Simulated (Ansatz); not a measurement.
Task: the spin response to a magnetic field of AgAu3, space group Pm-3m, with Ansatz 0.2.0 through its Python package. Give the script and its output. Settings (first run): PBEsol, PAW, cutoff 463 eV, 6×6×6 k-points, Methfessel-Paxton smearing of 0.05 eV, collinear spin.

```cif
data_structure
_symmetry_space_group_name_H-M 'P 1'
_symmetry_Int_Tables_number 1
_cell_length_a 4.1216
_cell_length_b 4.1216
_cell_length_c 4.1216
_cell_angle_alpha 90.000
_cell_angle_beta 90.000
_cell_angle_gamma 90.000
_cell_volume 70.02
loop_
_atom_site_label
_atom_site_type_symbol
_atom_site_fract_x
_atom_site_fract_y
_atom_site_fract_z
_atom_site_occupancy
Ag1 Ag 0.50000 0.50000 0.50000 1
Au1 Au 0.50000 0.00000 0.00000 1
Au2 Au 0.00000 0.50000 0.00000 1
Au3 Au 0.00000 0.00000 0.50000 1
```

`agau3.py`
```python
"""Spin moment of AgAu3 in a magnetic field."""

import ansatz
import numpy as np

SETTINGS = {
    "xc": "pbesol",
    "mesh": (6, 6, 6),
    "filling": "methfessel_paxton",
    "width_ev": 0.05,
}


def main() -> None:
    lattice = ansatz.Lattice.of(
        [4.121632, 0.0, 0.0],
        [0.0, 4.121632, 0.0],
        [0.0, 0.0, 4.121632],
    )
    sites = [
        ("Ag", [0.5, 0.5, 0.5]),
        ("Au", [0.5, 0.0, 0.0]),
        ("Au", [0.0, 0.5, 0.0]),
        ("Au", [0.0, 0.0, 0.5]),
    ]
    structure = ansatz.Crystal(lattice=lattice)
    for symbol, position in sites:
        structure = structure.atom(symbol, position)

    calculation = (
        structure.calculation()
        .functional(SETTINGS["xc"])
        .pseudopotentials("paw")
        .basis(17 * ansatz.Ha)
        .kpoints(mesh=SETTINGS["mesh"])
        .occupations(SETTINGS["filling"], width=SETTINGS["width_ev"])
        .spin("collinear")
    )
    # the field acts on the spins alone; such large fields lift the response over the noise
    rows = []
    for tesla in [-200, 0, 200]:
        r = (calculation.magnetic_field(tesla) if tesla else calculation).run(threads=1, pin="off").report
        rows.append((tesla, r["magnetization_mub"], r["free_energy_ev"], r["components"].get("e_zeeman", 0.0)))
    lines = [",".join(["B (T)", "moment muB", "F eV", "Zeeman term eV"])] + [",".join(f"{v:.4f}" if isinstance(v, float) else str(v) for v in row) for row in rows]
    print("\n".join(lines))
    with open("zeeman.csv", "w") as handle:
        handle.write("\n".join(lines) + "\n")
    slope = np.polyfit([row[0] for row in rows], [row[1] for row in rows], 1)[0]
    print(f"dM/dB = {1000 * slope:.4f} muB per 1000 T per cell")


if __name__ == "__main__":
    main()
```

```console
$ python agau3.py
RunWarning: this spin-polarised run has no starting moment large enough to seed its density, so its SCF can try parallel moments of its own, which can die out, and starts no order whose moments cancel. Behind that start scf.lower_state_search: light tries no [...]
B (T),moment muB,F eV,Zeeman term eV
-200,-0.0794,-46543.6562,-0.0009
0,0.0000,-46543.6557,0.0000
200,0.0794,-46543.6562,-0.0009
dM/dB = 0.3969 muB per 1000 T per cell
```
(Warnings from the package without file and line, shortened.)

Absolute energies stand on the zero of these potentials, so only differences at equal settings mean something. A total without «per atom» is that of the cell as typed. For a metal this k-point mesh is coarse: on a finer one energies can move by several to tens of meV an atom and pressures by half a GPa or more, differences at one mesh by less. Spin-orbit coupling, which matters for elements this heavy, is left out. The structure comes from a database of computed cells and needn't be a stable or known phase. Orbital magnetism is left out. The response of a metal hangs strongly on mesh and smearing, and a straight-line fit holds only where the moment is linear in the field. Finished in 26 s on 1 thread of Arm Neoverse V2 (shared host), peak memory 0.47 GiB.

(Lines on the test bed's own set-up are left out of the output.)
